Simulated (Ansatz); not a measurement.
# V5S4: the cost of one run

Method: DFT PBEsol, scalar-relativistic, plane waves, PAW, in Ansatz 0.2.0.

1 further run of the same task is left out (set aside as unsound or not needed). Runs told in other sessions of the task aren't counted.

### Step 1. The structure to begin with

It takes space group I4/m (No. 87, tetragonal). The conventional cell has a = 8.858 Å, b = 8.858 Å, c = 3.116 Å, α = 90.00°, β = 90.00°, γ = 90.00°. V (site symmetry m) has 5 S at 2.30 to 2.39 Å and 2 V at 2.60 Å in its first shell of neighbours. Around V (site symmetry 4/m) lie 4 S at 2.48 Å and 8 V at 2.60 Å. Around S (site symmetry m) lie 6 V at 2.30 to 2.48 Å.

Coordinates:

```cif
data_structure
_symmetry_space_group_name_H-M 'I4/m'
_symmetry_Int_Tables_number 87
_cell_length_a 8.8577
_cell_length_b 8.8577
_cell_length_c 3.1157
_cell_angle_alpha 90.000
_cell_angle_beta 90.000
_cell_angle_gamma 90.000
_cell_volume 244.45
loop_
_atom_site_label
_atom_site_type_symbol
_atom_site_symmetry_multiplicity
_atom_site_Wyckoff_symbol
_atom_site_fract_x
_atom_site_fract_y
_atom_site_fract_z
_atom_site_occupancy
V1 V 8 h 0.79922 0.12136 0.50000 1
V2 V 2 a 0.00000 0.00000 0.00000 1
S1 S 8 h 0.56229 0.22754 0.50000 1
```

It is built from the cell relaxed beforehand with the same method (13.58 Å³/atom).

### Step 2. The reference cell

The cell is repeated 2 times, 18 atoms in all. The reference gives a free energy of -35950.9973 eV, pressure 0.03 GPa, largest force 0.010 eV/Å and gap on the mesh none (metal). It was computed beforehand with the settings of the runs below.

### Step 3. Next: a stacking-fault curve

The cut lies on the cell's a–b face, a (-1 -1 0) plane of area 19.51 Å², between layers 0.82 Å apart (S below, V above); the cell is 12.5 Å thick. Vector c is tilted by f times 1·a + 1·b (length 7.815 Å) with the atoms' Cartesian places fixed: one unrelaxed fault per cell.

### Step 4. At f = 0.167

Contents of input.yaml:

```yaml
crystal:
  lattice:
    - [0.0, 0.0, -3.1157042455]
    - [-4.4288270666, -4.4288270666, -1.5578521228]
    - [-9.5959396052, 8.1193686612, -0.7790818466]
  atoms:
    - { symbol: V, position: [0.9213710568, 0.0404994641, 0.2334701508] }
    - { symbol: V, position: [0.3380210568, -0.0428505359, 0.7334701508] }
    - { symbol: V, position: [0.1423815023, 0.65917105, 0.1121094691] }
    - { symbol: V, position: [0.5590315023, 0.57582105, 0.6121094691] }
    - { symbol: V, position: [-0.1122092168, 0.7686623759, 0.9113298492] }
    - { symbol: V, position: [0.4711407832, 0.8520123759, 0.4113298492] }
    - { symbol: V, position: [0.8334803377, 0.31669079, 0.0326905309] }
    - { symbol: V, position: [0.2501303377, 0.23334079, 0.5326905309] }
    - { symbol: V, position: [-0.09541908, -0.09541908, 0.5724] }
    - { symbol: V, position: [0.48793092, -0.01206908, 0.0724] }
    - { symbol: S, position: [0.8273964886, 0.1426546809, 0.405023679] }
    - { symbol: S, position: [0.2440464886, 0.0593046809, 0.905023679] }
    - { symbol: S, position: [0.3030367521, 0.3051657151, 0.1774860641] }
    - { symbol: S, position: [0.7196867521, 0.2218157151, 0.6774860641] }
    - { symbol: S, position: [-0.0182346486, 0.6665071591, 0.739776321] }
    - { symbol: S, position: [0.5651153514, 0.7498571591, 0.239776321] }
    - { symbol: S, position: [0.5061250879, 0.5039961249, 0.9673139359] }
    - { symbol: S, position: [0.0894750879, 0.5873461249, 0.4673139359] }
basis:
  ecutwfc: 420
kpoints:
  mp_grid: { grid: [13, 6, 3] }
hamiltonian:
  xc: pbesol
scf:
  occupations: { method: gaussian, width: 0.15 }
output:
  forces: true
  stress: true
  eigenvalues: true
```

Command:

```console
ansatz run input.yaml --threads 2 --pin off --max-ram 5120MiB --backend cpu --events-out ev --progress --plain --runs-dir out
```

**Question.** How long does this run take on 2 threads of Intel Xeon at 2.80GHz (Skylake/Cascade Lake), shared host, and how much memory does it need?

About 2.2 min, with a peak of 2.2 GiB.
